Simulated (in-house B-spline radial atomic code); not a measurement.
# Ni³⁺: binding energies from hole states

Aim: the cost of two holes at once in Ni³⁺, against the sum of the two single holes.

Program: in-house B-spline radial atomic code version 1. Level of theory: Dirac-Hartree-Fock, average of configuration, Fermi nucleus, basis-set limit. These are calculated values, not measurements, unless marked.

## 1. The atom as given

| Item | Value |
| --- | --- |
| element | nickel (Z = 28) |
| charge | +3 |
| electrons | 25 |
| configuration | [Ar] 3d7 |
| Hamiltonian | Dirac-Coulomb |
| nucleus | Fermi, rms radius 3.776 fm |

The outer shells:

[Ar] 3d7
```
[Ar] core
3d [↑↓][↑↓][↑ ][↑ ][↑ ]
```

The boxes draw the filling by Hund's rule, which heavy ions in jj coupling don't follow; these runs average over all states of the configuration.

The run's settings:

```ini
Z = 28
electrons = 25.0
configuration = [Ar] 3d7
hamiltonian = dirac
method = hf
spin_polarised = False
nucleus = fermi
rms_radius = 3.7757
mass_number = 58
atomic_mass = 57.93534165
speed_of_light = 137.035999084
```

This reference run was done before. Its total energy is -1517.183830 hartree, and its levels are (the highest eight at most):

| orbital | occupation | energy (eV) | <r> (bohr) |
| --- | --- | --- | --- |
| 2s1/2 | 2 | -1092.39 | 0.2435 |
| 2p1/2 | 2 | -953.36 | 0.2128 |
| 2p3/2 | 4 | -935.63 | 0.2159 |
| 3s1/2 | 2 | -175.84 | 0.7349 |
| 3p1/2 | 2 | -130.88 | 0.7643 |
| 3p3/2 | 4 | -128.48 | 0.7730 |
| 3d3/2 | 2.8 | -58.366 | 0.8826 |
| 3d5/2 | 4.2 | -58.082 | 0.8867 |

Single holes known from earlier runs (ΔSCF): 1s 8404.92 eV, 2s 1073.22 eV, 2p1/2 932.41 eV, 2p3/2 914.94 eV, 3s 171.79 eV, 3p1/2 127.05 eV, 3d 55.107 eV.

## 2. The 2s and 2p3/2 holes

In configurations, a minus sign after the shell means j = l − 1/2 and a plus sign j = l + 1/2; the count of electrons follows.

Settings: those of step 1 with these lines changed.

```diff
@@ -1,4 +1,4 @@
 Z = 28
-electrons = 25.0
-configuration = [Ar] 3d7
+electrons = 23.0
+configuration = 1s2 2s1 2p-2 2p+3 3s2 3p6 3d7
 hamiltonian = dirac
```

Results of the run (chosen fields of its result record, rounded):

```text
status: converged
iterations: 10
energy [hartree]: {"total": -1441.96051206, "kinetic": 1466.10375354, "nuclear": -3384.70649673, "coulomb": 526.488045565, "exact_exchange": -49.8458144309}
breit [hartree]: {"gaunt": 0.602452, "retardation": -0.05353022, "frequency_dependence": -0.001609194}
qed [hartree]: {"self_energy": 0.4222086, "uehling": -0.03741123, "wichmann_kroll": 0.0002632077}
recoil [hartree]: 0.01044309
total_with_corrections [hartree]: -1441.01769582
orbitals [hartree, bohr; first row names the columns]:
  - ["name", "occ", "eps", "<r>"]
  - ["1s1/2", 2.0, -317.39505, 0.054011]
  - ["2s1/2", 1.0, -44.716821, 0.24058]
  - ["2p1/2", 2.0, -39.879703, 0.20704]
  - ["2p3/2", 3.0, -39.24272, 0.21238]
  - ["3s1/2", 2.0, -8.5973331, 0.6948]
  - ["3p1/2", 2.0, -6.9933881, 0.70428]
  - ["3p3/2", 4.0, -6.865784, 0.71175]
  - ["3d3/2", 2.8, -4.2632806, 0.72237]
  - ["3d5/2", 4.2, -4.2242918, 0.72875]
sum_r [bohr^k]: {"-1": 120.8826, "1": 12.12832, "2": 9.49332}
energy_minus_base [hartree]: 75.2233179
energy_minus_base_with_corrections [hartree]: 75.1530059
```

It took 1.1 s on 1 thread, shared host.

energy_minus_base is the energy less that of the reference run.

Radial density 4πr²n(r) and radial functions P(r) = rR(r):

| r (bohr) | 4πr²n | 2s1/2 | 2p3/2 | 3d5/2 |
| --- | --- | --- | --- | --- |
| 0.00342 | 1.949 | 0.3006 | 0.0076 | 0.0000 |
| 0.00485 | 3.565 | 0.4060 | 0.0150 | 0.0000 |
| 0.00686 | 6.283 | 0.5373 | 0.0290 | 0.0001 |
| 0.00972 | 10.60 | 0.6936 | 0.0558 | 0.0003 |
| 0.0138 | 16.79 | 0.8621 | 0.1060 | 0.0007 |
| 0.0195 | 24.13 | 1.0067 | 0.1950 | 0.0019 |
| 0.0276 | 30.67 | 1.0687 | 0.3487 | 0.0050 |
| 0.0391 | 33.14 | 0.9520 | 0.5975 | 0.0129 |
| 0.0554 | 30.07 | 0.5484 | 0.9631 | 0.0320 |
| 0.0785 | 25.84 | -0.1942 | 1.4269 | 0.0750 |
| 0.111 | 27.40 | -1.1468 | 1.8799 | 0.1634 |
| 0.157 | 31.62 | -1.9438 | 2.1171 | 0.3252 |
| 0.223 | 26.52 | -2.1166 | 1.9199 | 0.5795 |
| 0.316 | 17.09 | -1.5390 | 1.2989 | 0.8857 |
| 0.447 | 19.72 | -0.7102 | 0.6016 | 1.1231 |
| 0.634 | 22.83 | -0.1930 | 0.1773 | 1.1416 |
| 0.898 | 13.09 | -0.0353 | 0.0391 | 0.8972 |
| 1.27 | 3.384 | -0.0070 | 0.0098 | 0.5188 |
| 1.80 | 0.3564 | -0.0012 | 0.0022 | 0.1968 |
| 2.55 | 0.01240 | -0.0001 | 0.0002 | 0.0409 |

Clear maxima of the radial density (full grid of the record): 0.039, 0.16, 0.63 bohr.

## 3. The 2s and 3d holes

Settings: those of step 2 with these lines changed.

```diff
@@ -2,3 +2,3 @@
 electrons = 23.0
-configuration = 1s2 2s1 2p-2 2p+3 3s2 3p6 3d7
+configuration = 1s2 2s1 2p6 3s2 3p6 3d6
 hamiltonian = dirac
```

Main fields:

```text
status: converged
iterations: 10
energy [hartree]: {"total": -1474.73142627, "kinetic": 1498.80126945, "nuclear": -3467.69726693, "coulomb": 547.741760489, "exact_exchange": -53.5771892827}
breit [hartree]: {"gaunt": 0.6363043, "retardation": -0.05888341, "frequency_dependence": -0.001970712}
qed [hartree]: {"self_energy": 0.4219262, "uehling": -0.03731076, "wichmann_kroll": 0.0002625139}
recoil [hartree]: 0.01046
total_with_corrections [hartree]: -1473.76063818
orbitals [hartree, bohr; first row names the columns]:
  - ["name", "occ", "eps", "<r>"]
  - ["1s1/2", 2.0, -314.59315, 0.054066]
  - ["2s1/2", 1.0, -43.529858, 0.24289]
  - ["2p1/2", 2.0, -38.217437, 0.21013]
  - ["2p3/2", 4.0, -37.548494, 0.21322]
  - ["3s1/2", 2.0, -8.3850762, 0.70696]
  - ["3p1/2", 2.0, -6.7433586, 0.72221]
  - ["3p3/2", 4.0, -6.6448746, 0.72986]
  - ["3d3/2", 2.4, -4.0726852, 0.75493]
  - ["3d5/2", 3.6, -4.0586221, 0.75775]
sum_r [bohr^k]: {"-1": 123.8465, "1": 11.94168, "2": 9.446006}
energy_minus_base [hartree]: 42.4524037
energy_minus_base_with_corrections [hartree]: 42.4100635
```

Wall time 1 s (1 thread, shared host).

## 4. The 2p1/2 and 3d holes

Settings: those of step 3 with these lines changed.

```diff
@@ -2,3 +2,3 @@
 electrons = 23.0
-configuration = 1s2 2s1 2p6 3s2 3p6 3d6
+configuration = 1s2 2s2 2p-1 2p+4 3s2 3p6 3d6
 hamiltonian = dirac
```

Main fields:

```text
status: converged
iterations: 10
energy [hartree]: {"total": -1479.9093147, "kinetic": 1504.25987629, "nuclear": -3474.71991487, "coulomb": 544.479261068, "exact_exchange": -53.9285371786}
breit [hartree]: {"gaunt": 0.6137942, "retardation": -0.05459879, "frequency_dependence": -0.001881149}
qed [hartree]: {"self_energy": 0.4433294, "uehling": -0.03904652, "wichmann_kroll": 0.0002746678}
recoil [hartree]: 0.01091717
total_with_corrections [hartree]: -1478.9365257
orbitals [hartree, bohr; first row names the columns]:
  - ["name", "occ", "eps", "<r>"]
  - ["1s1/2", 2.0, -315.21374, 0.054004]
  - ["2s1/2", 2.0, -43.328588, 0.241]
  - ["2p1/2", 1.0, -38.875064, 0.21162]
  - ["2p3/2", 4.0, -38.011812, 0.21244]
  - ["3s1/2", 2.0, -8.4325261, 0.70551]
  - ["3p1/2", 2.0, -6.7161064, 0.72222]
  - ["3p3/2", 4.0, -6.6716609, 0.72749]
  - ["3d3/2", 2.4, -4.0464785, 0.75877]
  - ["3d5/2", 3.6, -4.0711562, 0.75468]
sum_r [bohr^k]: {"-1": 124.0973, "1": 11.95466, "2": 9.437057}
energy_minus_base [hartree]: 37.2745153
energy_minus_base_with_corrections [hartree]: 37.234176
```

Run time: 1 s. Hardware: 1 thread, shared host.

## 5. The 3s and 3p1/2 holes

Settings: those of step 4 with these lines changed.

```diff
@@ -2,3 +2,3 @@
 electrons = 23.0
-configuration = 1s2 2s2 2p-1 2p+4 3s2 3p6 3d6
+configuration = 1s2 2s2 2p6 3s1 3p-1 3p+4 3d7
 hamiltonian = dirac
```

Main fields:

```text
status: converged
iterations: 10
energy [hartree]: {"total": -1505.38335172, "kinetic": 1530.4529913, "nuclear": -3543.60295517, "coulomb": 563.937707779, "exact_exchange": -56.1710956291}
breit [hartree]: {"gaunt": 0.6533457, "retardation": -0.05883521, "frequency_dependence": -0.001878147}
qed [hartree]: {"self_energy": 0.438132, "uehling": -0.03867341, "wichmann_kroll": 0.0002720648}
recoil [hartree]: 0.0108189
total_with_corrections [hartree]: -1504.38016985
orbitals [hartree, bohr; first row names the columns]:
  - ["name", "occ", "eps", "<r>"]
  - ["1s1/2", 2.0, -312.71112, 0.054051]
  - ["2s1/2", 2.0, -42.175921, 0.2436]
  - ["2p1/2", 2.0, -37.083454, 0.21292]
  - ["2p3/2", 4.0, -36.484293, 0.21561]
  - ["3s1/2", 1.0, -8.2584743, 0.71746]
  - ["3p1/2", 1.0, -6.586198, 0.73755]
  - ["3p3/2", 4.0, -6.4311813, 0.74693]
  - ["3d3/2", 2.8, -3.8358057, 0.79121]
  - ["3d5/2", 4.2, -3.9116495, 0.7891]
sum_r [bohr^k]: {"-1": 126.5575, "1": 11.85595, "2": 9.634494}
energy_minus_base [hartree]: 11.8004783
energy_minus_base_with_corrections [hartree]: 11.7905319
```

Wall time 1 s (1 thread, shared host).

## 6. The 2p3/2 and 3d holes

Settings: those of step 5 with these lines changed.

```diff
@@ -2,3 +2,3 @@
 electrons = 23.0
-configuration = 1s2 2s2 2p6 3s1 3p-1 3p+4 3d7
+configuration = 1s2 2s2 2p-2 2p+3 3s2 3p6 3d6
 hamiltonian = dirac
```

Main fields:

```text
status: converged
iterations: 10
energy [hartree]: {"total": -1480.55121827, "kinetic": 1506.21869889, "nuclear": -3477.6250625, "coulomb": 544.83920494, "exact_exchange": -53.984059601}
breit [hartree]: {"gaunt": 0.6287657, "retardation": -0.05459486, "frequency_dependence": -0.001510675}
qed [hartree]: {"self_energy": 0.4418174, "uehling": -0.03905465, "wichmann_kroll": 0.0002747297}
recoil [hartree]: 0.01090808
total_with_corrections [hartree]: -1479.56461251
orbitals [hartree, bohr; first row names the columns]:
  - ["name", "occ", "eps", "<r>"]
  - ["1s1/2", 2.0, -315.13035, 0.054008]
  - ["2s1/2", 2.0, -43.31064, 0.24104]
  - ["2p1/2", 2.0, -38.662307, 0.20944]
  - ["2p3/2", 3.0, -38.043015, 0.21487]
  - ["3s1/2", 2.0, -8.4313977, 0.70561]
  - ["3p1/2", 2.0, -6.7691745, 0.72001]
  - ["3p3/2", 4.0, -6.6479364, 0.72764]
  - ["3d3/2", 2.4, -4.0817658, 0.75259]
  - ["3d5/2", 3.6, -4.0475835, 0.75898]
sum_r [bohr^k]: {"-1": 124.2011, "1": 11.95395, "2": 9.43911}
energy_minus_base [hartree]: 36.6326117
energy_minus_base_with_corrections [hartree]: 36.6060892
```

Run time: 1 s. Hardware: 1 thread, shared host.

## 7. The 1s and 1s holes

Settings: those of step 6 with these lines changed.

```diff
@@ -2,3 +2,3 @@
 electrons = 23.0
-configuration = 1s2 2s2 2p-2 2p+3 3s2 3p6 3d6
+configuration = 2s2 2p6 3s2 3p6 3d7
 hamiltonian = dirac
```

Main fields:

```text
status: converged
iterations: 10
energy [hartree]: {"total": -884.946019797, "kinetic": 896.540850391, "nuclear": -2228.74798363, "coulomb": 490.612181424, "exact_exchange": -43.3510679831}
breit [hartree]: {"gaunt": 0.142442, "retardation": -0.00706639, "frequency_dependence": -3.080144e-05}
qed [hartree]: {"self_energy": 0.05779705, "uehling": -0.004492503, "wichmann_kroll": 3.163647e-05}
recoil [hartree]: 0.007412284
total_with_corrections [hartree]: -884.749926504
orbitals [hartree, bohr; first row names the columns]:
  - ["name", "occ", "eps", "<r>"]
  - ["2s1/2", 2.0, -46.687751, 0.23208]
  - ["2p1/2", 2.0, -42.959537, 0.19774]
  - ["2p3/2", 4.0, -42.127238, 0.20091]
  - ["3s1/2", 2.0, -8.8282109, 0.68111]
  - ["3p1/2", 2.0, -7.2329942, 0.68477]
  - ["3p3/2", 4.0, -7.1134271, 0.69285]
  - ["3d3/2", 2.8, -4.1971722, 0.72339]
  - ["3d5/2", 4.2, -4.1793285, 0.72662]
sum_r [bohr^k]: {"-1": 79.59817, "1": 12.24372, "2": 9.332109}
energy_minus_base [hartree]: 632.23781
energy_minus_base_with_corrections [hartree]: 631.420775
```

Run time: 0.98 s. Hardware: 1 thread, shared host.

## 8. Results

| two holes | ΔSCF (eV) | less the two single holes (eV) |
| --- | --- | --- |
| 2s and 2p3/2 | 2046.93 | 58.77 |
| 2s and 3d | 1155.19 | 26.86 |
| 2p1/2 and 3d | 1014.29 | 26.77 |
| 3s and 3p1/2 | 321.11 | 22.27 |
| 2p3/2 and 3d | 996.82 | 26.78 |
| 1s and 1s | 17204.1 | 394.22 |

**Reading.** Two holes cost more than the sum of each, because the second electron leaves a more charged ion. The excess runs from 22.3 eV (3s and 3p1/2) to 394.2 eV (1s and 1s); it tends to be largest where both holes are compact. Values are for the free ion, measured from the vacuum level.
